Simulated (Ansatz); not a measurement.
# Si₂H₅F₃ (built from SMILES F[SiH](F)F.[SiH4]): search for a transition state

Is there a first-order saddle for this four-centre ligand exchange, which should form Si1–Si7, H2–H6 and break Si1–H2, H6–Si7, and which two structures does it connect?

Method: PBE0-D4, def2-SVP first, then def2-TZVP; program: Ansatz 0.2.0, Gaussian basis.

152 further runs of the same task are left out: 152 set aside as unsound or not needed. Runs told in other sessions of the task aren't counted.

**1. The starting structure**

The guess: 10 atoms, charge 0, spin multiplicity 1.

Atoms are counted from 1 here; the program's logs count them from 0.

Bond lengths: Si1–F3 1.595 Å, Si1–F4 1.596 Å, Si1–F5 1.601 Å, Si1–Si7 2.487 Å, Si7–H8 1.444 Å, Si7–H9 1.494 Å, Si7–H10 1.444 Å. Angles: F3–Si1–F4 100.8°, F3–Si1–F5 101.3°, F3–Si1–Si7 99.4°, F4–Si1–F5 99.4°, F4–Si1–Si7 93.8°, F5–Si1–Si7 152.9°, Si1–Si7–H8 96.4°, Si1–Si7–H9 105.6°, Si1–Si7–H10 96.3°, H8–Si7–H9 104.8°, H8–Si7–H10 143.0°, H9–Si7–H10 104.9°.

As a file:

```csv
atom,x (Å),y (Å),z (Å)
Si1,-0.91530,0.20530,-0.75140
H2,0.59530,1.02560,-0.54310
F3,-0.87080,-1.09250,-1.67690
F4,-2.15520,-0.14170,0.19240
F5,-1.61890,1.26170,-1.72800
H6,1.72530,1.16100,0.02980
Si7,0.77490,-0.45090,0.95030
H8,0.56750,0.67880,1.82580
H9,0.18160,-1.61340,1.67820
H10,1.71560,-1.03380,0.02290
```

Distances that are to change: Si1–Si7 2.49 Å, H2–H6 1.27 Å, Si1–H2 1.73 Å, H6–Si7 2.09 Å.

**2. Relaxing the guess with the reacting distances held**

The input, hold/in.yaml:

```yaml
crystal:
  periodic: [false, false, false]
  atoms:
    - {symbol: Si, position_ang: [-0.915300, 0.205300, -0.751400]}
    - {symbol: H, position_ang: [0.595300, 1.025600, -0.543100]}
    - {symbol: F, position_ang: [-0.870800, -1.092500, -1.676900]}
    - {symbol: F, position_ang: [-2.155200, -0.141700, 0.192400]}
    - {symbol: F, position_ang: [-1.618900, 1.261700, -1.728000]}
    - {symbol: H, position_ang: [1.725300, 1.161000, 0.029800]}
    - {symbol: Si, position_ang: [0.774900, -0.450900, 0.950300]}
    - {symbol: H, position_ang: [0.567500, 0.678800, 1.825800]}
    - {symbol: H, position_ang: [0.181600, -1.613400, 1.678200]}
    - {symbol: H, position_ang: [1.715600, -1.033800, 0.022900]}
basis:
  gaussian: {orbitals: def2-SVP}
hamiltonian: {xc: pbe0, dispersion: d4}
relax: {f_tol: 0.04, max_steps: 150, escape_saddle: false, constraints: [{distance: [0, 6]}, {distance: [1, 5]}, {distance: [0, 1]}, {distance: [5, 6]}]}
```

On the command line:

```console
ansatz run in.yaml --threads 8 --pin off --events-out ev --progress --plain --max-ram 19148MiB
```

After this run come: A starting Hessian; Saddle search in the small basis; Saddle search in triple zeta; Checking the order of the point; Relaxing after a step of 0.30 Å one way along the mode; Relaxing after a step of 0.30 Å the other way along the mode.

Q: Predict the outcome of this session. Wanted: imaginary mode; barrier from the start side; barrier from the end side; energy of the step; pairs that change; zero-point energy at the saddle.

The runs gave:

```
                       quantity                                                       value
                 imaginary mode                                                  1186i cm⁻¹
    barrier from the start side                                               69.3 kcal/mol
      barrier from the end side                                               63.7 kcal/mol
             energy of the step                                               +5.5 kcal/mol
              pairs that change  Si1–Si7 formed, H2–H6 formed, Si1–H2 broken, H6–Si7 broken
zero-point energy at the saddle                                                    1.317 eV
```

**Reading.** One imaginary mode, 1186i cm⁻¹, makes this a first-order saddle. It joins the planned start and end. At PBE0-D4/def2-TZVP the electronic barrier is 69.3 kcal/mol, about 117 kT at 298 K, and the step runs 5.5 kcal/mol uphill. With so stiff a mode tunnelling counts: Wigner's rough correction is a factor of 2.4 at 298 K. A step off the saddle overshot and began above it in energy, so the link to its end is likely but not proven. The ends are the nearest minima, not always the lowest complexes.
